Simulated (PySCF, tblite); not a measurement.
**C₄H₃F₃S: geometry, infrared bands and NMR shifts**

What infrared bands and NMR shifts should C₄H₃F₃S (`FC(F)(F)SC1=CC1`) show?

Programs: tblite 0.8.0 and PySCF 2.14.0, with density-fitted response routines of our own. Each step states its level of theory. These are calculated values for one molecule in the gas phase, unless marked as measured. Atoms are numbered from 0 throughout.

## (1) Starting geometry

11 atoms, charge 0, multiplicity 1; geometry from: force field or distance geometry start.

Bonds of the start (Å): F0–C1 1.35, C1–F2 1.37, C1–F3 1.35, C1–S4 1.80, S4–C5 1.71, C5–C6 1.33, C6–C7 1.44, C7–C5 1.44, C6–H8 1.08, C7–H9 1.07, C7–H10 1.08.

## (2) Geometry optimisation with GFN2-xTB

What the job is given:

```
{"job": {"kind": "relax", "xc": "GFN2-xTB", "basis": "xTB"}, "charge": 0, "multiplicity": 1}
F      2.365000     0.723400     0.188700
C      2.008400    -0.565500    -0.013100
F      2.983200    -1.332000     0.580800
F      2.063200    -0.803400    -1.343700
S      0.398800    -0.941600     0.688600
C     -0.550200     0.148800    -0.217800
C     -1.784600    -0.120600    -0.621100
C     -1.597000     1.029800     0.220600
H     -2.276100    -1.077100    -0.492100
H     -1.663200     1.991200    -0.255300
H     -1.942100     0.949700     1.238400
```

On the command line:

```console
> OMP_NUM_THREADS=1 python probes_run.py task.json out
```

The driver reads the jobs from task.json and runs them one after another.

**Question.** This job is followed by: GFN2-xTB harmonic vibrations, gas phase; GIAO PBE0/pcSseg-1 NMR shielding, non-relativistic, gas phase. Predict these results of the whole session: strongest single infrared mode (GFN2-xTB); zero-point energy (GFN2-xTB); 13C shifts against TMS (PBE0/pcSseg-1); 1H shifts against TMS (PBE0/pcSseg-1, means over atoms taken as alike); 19F shifts against CFCl3 (PBE0/pcSseg-1, means over atoms taken as alike); 33S shifts against CS2 (PBE0/pcSseg-1); surface potential, 1st and 99th percentile.

**Answer**, as computed:

| quantity | value |
| --- | --- |
| strongest single infrared mode (GFN2-xTB) | 1066 cm⁻¹, 317 km/mol |
| zero-point energy (GFN2-xTB) | 37.9 kcal/mol |
| 13C shifts against TMS (PBE0/pcSseg-1) | 142.1, 121.5, 109.0, 15.5 ppm |
| 1H shifts against TMS (PBE0/pcSseg-1, means over atoms taken as alike) | 7.08, 1.63 ppm |
| 19F shifts against CFCl3 (PBE0/pcSseg-1, means over atoms taken as alike) | -50.9 ppm |
| 33S shifts against CS2 (PBE0/pcSseg-1) | 157 ppm |
| surface potential, 1st and 99th percentile | -0.34 V and 1.26 V |

Relaxing lowered the energy by 1.454 eV in 97 steps; the close pair that moved most is C6–C7, from 1.438 to 1.508 Å. No mode is imaginary among the 27: a minimum at this level. The strongest single mode, at 1066 cm⁻¹, moves mainly C1. Unscaled tight-binding wavenumbers are off by several per cent, some by more. Its intensities can rank the bands wrongly. The most deshielded hydrogen is H8 (hydrogen on an alkene CH), at 7.08 ppm: attached to an sp2 carbon and in the plane of the double bond. At PBE0/pcSseg-1: The largest span, 312 ppm, is at S4, where the paramagnetic term is -706 ppm. At PBE0/pcSseg-1, counted by nearest atom on the grid, the HOMO lies on C6 30 %; S4 30 %, the LUMO on S4 54 %; C1 20 %.
